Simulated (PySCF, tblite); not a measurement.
# butyldichloroborane (C₄H₉BCl₂): a rotation path, then NMR shifts on frames, part 2 of 2

tblite 0.8.0 and PySCF 2.14.0. Atoms count from 0. The steps go on from the part before.

## Step 5: Shielding tensors: image 4, PBE0/pcSseg-1

The job: settings as JSON, then the geometry in Å.

```
{"job": {"kind": "nmr", "xc": "PBE0", "basis": "pcSseg-1", "pop": false}, "charge": 0, "multiplicity": 1}
C     -2.246500    -0.407300     0.744900
C     -1.110600    -0.412700    -0.271300
C      0.034900     0.494500     0.177000
C      1.232000     0.468300    -0.795100
B      2.645100     0.055600    -0.199500
Cl     2.881800    -0.358000     1.448300
Cl     4.014700    -0.002100    -1.244500
H     -1.885900    -0.752600     1.711000
H     -3.053600    -1.061700     0.425700
H     -2.647000     0.596000     0.870000
H     -0.737100    -1.432800    -0.384500
H     -1.485700    -0.084600    -1.243500
H      0.357400     0.171000     1.167500
H     -0.341000     1.513900     0.277100
H      1.001600    -0.219600    -1.614800
H      1.332200     1.441200    -1.284600
```

With the program's defaults for keys left out, this is: GIAO PBE0/pcSseg-1 NMR shielding, non-relativistic, gas phase.

Standard output:

```text
coarse grid: 14264 points
cycle   1  E = -1102.5011141933  dE =  6.590e-01  |g| = 4.261e-01  |ddm| = 3.410e+00
cycle   2  E = -1102.4934609799  dE =  7.653e-03  |g| = 4.759e-01  |ddm| = 7.898e-01
cycle   3  E = -1102.5514207557  dE = -5.796e-02  |g| = 3.847e-02  |ddm| = 4.179e-01
cycle   4  E = -1102.5517086119  dE = -2.879e-04  |g| = 1.981e-02  |ddm| = 5.432e-02
cycle   5  E = -1102.5518049647  dE = -9.635e-05  |g| = 4.703e-03  |ddm| = 2.042e-02
cycle   6  E = -1102.5518103112  dE = -5.346e-06  |g| = 1.346e-03  |ddm| = 5.775e-03
final grid: 127880 points
cycle   7  E = -1102.5902117993  dE = -4.826e-05  |g| = 9.086e-03  |ddm| = 2.798e-02
cycle   8  E = -1102.5902043399  dE =  7.459e-06  |g| = 1.037e-02  |ddm| = 1.680e-02
cycle   9  E = -1102.5902326878  dE = -2.835e-05  |g| = 7.988e-04  |ddm| = 9.478e-03
cycle  10  E = -1102.5902327925  dE = -1.047e-07  |g| = 2.409e-04  |ddm| = 9.516e-04
cycle  11  E = -1102.5902328068  dE = -1.435e-08  |g| = 5.484e-05  |ddm| = 2.537e-04
cycle  12  E = -1102.5902328076  dE = -7.649e-10  |g| = 1.538e-05  |ddm| = 6.371e-05
converged SCF energy = -1102.5902328076

GIAO shielding tensors (ppm)
atom      isotropic    diamagn.    paramagn.     s11        s22        s33       span
  0 C      169.534     245.808     -76.273    157.527    162.753    188.323     30.796
  1 C      156.372     248.408     -92.036    137.006    157.406    174.704     37.698
  2 C      156.847     248.990     -92.143    139.756    152.883    177.902     38.146
  3 C      154.914     251.251     -96.337    129.101    153.248    182.393     53.292
  4 B       35.095     189.356    -154.261    -13.562     36.220     82.626     96.188
  5 Cl     672.531    1147.700    -475.170    368.046    703.522    946.024    577.978
  6 Cl     675.286    1145.507    -470.222    383.113    744.973    897.770    514.657
  7 H       30.758      29.824       0.935     26.220     29.696     36.359     10.139
  8 H       30.485      28.043       2.441     25.773     27.556     38.125     12.352
  9 H       30.806      29.417       1.389     26.722     28.806     36.889     10.167
 10 H       30.601      32.457      -1.856     26.120     31.217     34.467      8.346
 11 H       30.352      31.861      -1.509     25.186     30.430     35.440     10.255
 12 H       29.821      33.342      -3.521     23.765     29.918     35.780     12.016
 13 H       30.324      32.889      -2.565     25.512     30.116     35.345      9.833
 14 H       30.608      31.457      -0.849     24.921     32.917     33.987      9.066
 15 H       29.760      30.223      -0.464     24.174     30.357     34.748     10.574
```

It took 21 s on 1 thread of Intel Xeon at 2.60GHz, shared host; peak memory 0.8 GiB.

Key values: δ C3 32.0, C1 30.6, C2 30.1, C0 17.4, H15 1.96, H12 1.90 ppm.

## Step 6: Nuclear shieldings: image 6, PBE0/pcSseg-1

The job: settings as JSON, then the geometry in Å.

```
{"job": {"kind": "nmr", "xc": "PBE0", "basis": "pcSseg-1", "pop": false}, "charge": 0, "multiplicity": 1}
C     -2.178200    -0.460100     0.768700
C     -0.996500    -0.470100    -0.193300
C     -0.012800     0.654900     0.122600
C      1.222100     0.625800    -0.795300
B      2.504300    -0.139300    -0.254400
Cl     2.568300    -0.874200     1.293600
Cl     3.922300    -0.202700    -1.233400
H     -1.834000    -0.607400     1.789300
H     -2.880600    -1.252900     0.524600
H     -2.704300     0.490800     0.719900
H     -0.482000    -1.430900    -0.128500
H     -1.360400    -0.355000    -1.217500
H      0.301700     0.567300     1.163600
H     -0.530900     1.609500     0.015400
H      0.929300     0.202100    -1.761200
H      1.524200     1.651300    -1.030100
```

Level: GIAO PBE0/pcSseg-1 NMR shielding, non-relativistic, gas phase.

Standard output:

```text
coarse grid: 14264 points
cycle   1  E = -1102.5035871930  dE =  6.607e-01  |g| = 4.266e-01  |ddm| = 3.417e+00
cycle   2  E = -1102.4961249173  dE =  7.462e-03  |g| = 4.757e-01  |ddm| = 7.913e-01
cycle   3  E = -1102.5540674297  dE = -5.794e-02  |g| = 3.703e-02  |ddm| = 4.180e-01
cycle   4  E = -1102.5543304376  dE = -2.630e-04  |g| = 1.942e-02  |ddm| = 5.346e-02
cycle   5  E = -1102.5544229122  dE = -9.247e-05  |g| = 4.574e-03  |ddm| = 2.035e-02
cycle   6  E = -1102.5544279424  dE = -5.030e-06  |g| = 1.359e-03  |ddm| = 5.641e-03
final grid: 127880 points
cycle   7  E = -1102.5922721138  dE = -4.471e-05  |g| = 9.105e-03  |ddm| = 2.681e-02
cycle   8  E = -1102.5922642285  dE =  7.885e-06  |g| = 1.044e-02  |ddm| = 1.679e-02
cycle   9  E = -1102.5922929004  dE = -2.867e-05  |g| = 8.398e-04  |ddm| = 9.568e-03
cycle  10  E = -1102.5922930172  dE = -1.168e-07  |g| = 2.517e-04  |ddm| = 9.857e-04
cycle  11  E = -1102.5922930332  dE = -1.597e-08  |g| = 5.024e-05  |ddm| = 2.620e-04
cycle  12  E = -1102.5922930338  dE = -6.357e-10  |g| = 1.540e-05  |ddm| = 6.039e-05
converged SCF energy = -1102.5922930338

GIAO shielding tensors (ppm)
atom      isotropic    diamagn.    paramagn.     s11        s22        s33       span
  0 C      169.674     245.834     -76.160    158.002    162.631    188.388     30.386
  1 C      156.581     248.671     -92.091    139.246    156.275    174.220     34.974
  2 C      156.200     248.744     -92.544    143.902    149.789    174.909     31.006
  3 C      154.468     251.070     -96.602    131.657    154.167    177.579     45.922
  4 B       34.956     189.320    -154.364    -13.728     35.552     83.043     96.771
  5 Cl     679.874    1148.061    -468.186    374.404    717.363    947.856    573.452
  6 Cl     671.731    1145.675    -473.945    376.942    744.049    894.201    517.259
  7 H       30.729      29.784       0.945     26.089     29.723     36.374     10.284
  8 H       30.484      28.177       2.307     25.812     27.507     38.134     12.322
  9 H       30.797      29.379       1.418     26.618     28.821     36.953     10.335
 10 H       30.468      32.553      -2.086     26.038     31.612     33.754      7.715
 11 H       30.566      32.061      -1.495     25.464     30.492     35.742     10.279
 12 H       29.938      33.076      -3.138     25.529     30.647     33.639      8.110
 13 H       30.314      32.620      -2.306     24.912     30.118     35.913     11.001
 14 H       30.443      31.192      -0.749     25.332     32.008     33.989      8.657
 15 H       29.890      29.872       0.019     24.032     30.256     35.382     11.349
```

Wall time 21 s (1 thread of Intel Xeon at 2.60GHz, shared host); peak memory 0.83 GiB.

Key values: δ C3 32.5, C2 30.7, C1 30.3, C0 17.3, H15 1.83, H12 1.78 ppm.

## Step 7: NMR shieldings: image 8, PBE0/pcSseg-1

The job: settings as JSON, then the geometry in Å.

```
{"job": {"kind": "nmr", "xc": "PBE0", "basis": "pcSseg-1", "pop": false}, "charge": 0, "multiplicity": 1}
C     -2.115200    -0.544500     0.722600
C     -0.862600    -0.493200    -0.143000
C     -0.053000     0.776300     0.110700
C      1.235700     0.807800    -0.725100
B      2.330900    -0.270200    -0.319500
Cl     2.547000    -0.757100     1.312700
Cl     3.381200    -0.942000    -1.505700
H     -1.848800    -0.539600     1.776900
H     -2.685400    -1.447000     0.517600
H     -2.751300     0.315700     0.525900
H     -0.237900    -1.364100     0.067600
H     -1.145600    -0.536500    -1.197200
H      0.201500     0.835900     1.170100
H     -0.665000     1.645900    -0.135800
H      0.976000     0.720900    -1.782300
H      1.684900     1.800600    -0.611900
```

With the program's defaults for keys left out, this is: GIAO PBE0/pcSseg-1 NMR shielding, non-relativistic, gas phase.

Standard output:

```text
coarse grid: 14264 points
cycle   1  E = -1102.5055748893  dE =  6.646e-01  |g| = 4.254e-01  |ddm| = 3.422e+00
cycle   2  E = -1102.4978780553  dE =  7.697e-03  |g| = 4.753e-01  |ddm| = 7.896e-01
cycle   3  E = -1102.5557718965  dE = -5.789e-02  |g| = 3.658e-02  |ddm| = 4.171e-01
cycle   4  E = -1102.5560291672  dE = -2.573e-04  |g| = 1.916e-02  |ddm| = 5.339e-02
cycle   5  E = -1102.5561187034  dE = -8.954e-05  |g| = 4.515e-03  |ddm| = 1.998e-02
cycle   6  E = -1102.5561235589  dE = -4.856e-06  |g| = 1.380e-03  |ddm| = 5.536e-03
final grid: 127880 points
cycle   7  E = -1102.5940504883  dE = -4.250e-05  |g| = 8.694e-03  |ddm| = 2.612e-02
cycle   8  E = -1102.5940428997  dE =  7.589e-06  |g| = 1.005e-02  |ddm| = 1.597e-02
cycle   9  E = -1102.5940694036  dE = -2.650e-05  |g| = 8.470e-04  |ddm| = 9.121e-03
cycle  10  E = -1102.5940695240  dE = -1.204e-07  |g| = 2.517e-04  |ddm| = 9.915e-04
cycle  11  E = -1102.5940695400  dE = -1.605e-08  |g| = 4.772e-05  |ddm| = 2.575e-04
cycle  12  E = -1102.5940695406  dE = -5.700e-10  |g| = 1.510e-05  |ddm| = 6.103e-05
converged SCF energy = -1102.5940695406

GIAO shielding tensors (ppm)
atom      isotropic    diamagn.    paramagn.     s11        s22        s33       span
  0 C      169.644     245.735     -76.090    157.917    162.568    188.447     30.530
  1 C      157.000     249.144     -92.144    142.966    154.870    173.165     30.199
  2 C      154.075     249.158     -95.083    143.105    148.229    170.892     27.787
  3 C      152.604     250.524     -97.920    135.712    150.443    171.657     35.944
  4 B       35.202     189.474    -154.272    -14.328     34.382     85.551     99.879
  5 Cl     690.243    1148.058    -457.814    381.948    731.408    957.374    575.426
  6 Cl     650.494    1146.354    -495.860    351.353    725.188    874.940    523.588
  7 H       30.750      29.718       1.032     26.231     29.616     36.402     10.171
  8 H       30.508      28.309       2.199     25.765     27.641     38.120     12.355
  9 H       30.802      29.349       1.453     26.546     28.732     37.128     10.582
 10 H       30.670      32.765      -2.096     25.763     31.597     34.649      8.886
 11 H       30.560      32.388      -1.828     25.517     30.791     35.371      9.854
 12 H       29.913      32.874      -2.961     26.176     30.474     33.089      6.913
 13 H       30.280      32.398      -2.118     25.263     29.679     35.897     10.634
 14 H       30.023      31.352      -1.330     25.591     30.654     33.823      8.232
 15 H       30.179      29.166       1.013     25.631     28.740     36.168     10.537
```

It took 22 s on 1 thread of Intel Xeon at 2.60GHz, shared host; peak memory 0.84 GiB.

This run: δ C3 34.3, C2 32.9, C1 29.9, C0 17.3, H12 1.80, H14 1.69 ppm.

## Step 8: Side by side: NMR shifts

Shifts (ppm) of some atoms, chosen among heavy atoms and hydrogens apart, with basis size and wall time:

| frame | C3 | C2 | H14 | H12 | B4 | Cl5 | Cl6 | functions | time |
| --- | --- | --- | --- | --- | --- | --- | --- | --- | --- |
| image 0 | 34.6 | 33.5 | 1.47 | 1.42 | 64.4 | 282 | 277 | 178 | 29 s |
| image 2 | 33.6 | 32.3 | 1.18 | 1.70 | 64.6 | 282 | 276 | 178 | 22 s |
| image 4 | 32.0 | 30.1 | 1.11 | 1.90 | 65.0 | 277 | 274 | 178 | 21 s |
| image 6 | 32.5 | 30.7 | 1.27 | 1.78 | 65.1 | 270 | 278 | 178 | 21 s |
| image 8 | 34.3 | 32.9 | 1.69 | 1.80 | 64.9 | 260 | 299 | 178 | 22 s |

## Step 9: What came out

What follows sums up all 2 parts.

| quantity | value |
| --- | --- |
| barrier | 0.102 eV (2.4 kcal/mol) at image 4 |
| end to end (GFN2-xTB) | 0.000 eV |
| ¹³C shifts against TMS (PBE0/pcSseg-1, image 0) | 34.6, 33.5, 30.2, 17.1 ppm |
| ¹H shifts against TMS (PBE0/pcSseg-1, image 0) | 1.51, 1.47, 1.43, 1.42, 1.28, 1.27, 1.24, 1.00, 0.99 ppm |
| ¹¹B shifts against BF3·OEt2 (PBE0/pcSseg-1, image 0) | 64.4 ppm |
| ³⁵Cl shifts against HCl (PBE0/pcSseg-1, image 0) | 282, 277 ppm |
| potential on the surface of density 0.002 e/bohr³, 1st and 99th percentile | -0.47 V and 1.11 V |
| range of the shift of Cl6 | 274 to 299 ppm |

In words: Along the band the dihedral turns by 111°, and the top (dihedral -123°) lies 2.4 kcal/mol above the start (GFN2-xTB, rough), so at room temperature this motion is fast. The top was not checked by a frequency run. Shifts at one fixed geometry are not the observed spectrum, which averages over the motion. In the first frame run (image 0): The widest tensor belongs to Cl5: span 568 ppm, with a paramagnetic part of -479 ppm. At PBE0/pcSseg-1, counted by nearest atom on the grid, the HOMO lies on Cl6 35 %; C3 16 %, the LUMO on B4 59 %; Cl5, Cl6 about 13 % each. In ppm, Cl6 moves most: its shift spreads over 25 ppm, from 274 (image 4) to 299 (image 8).
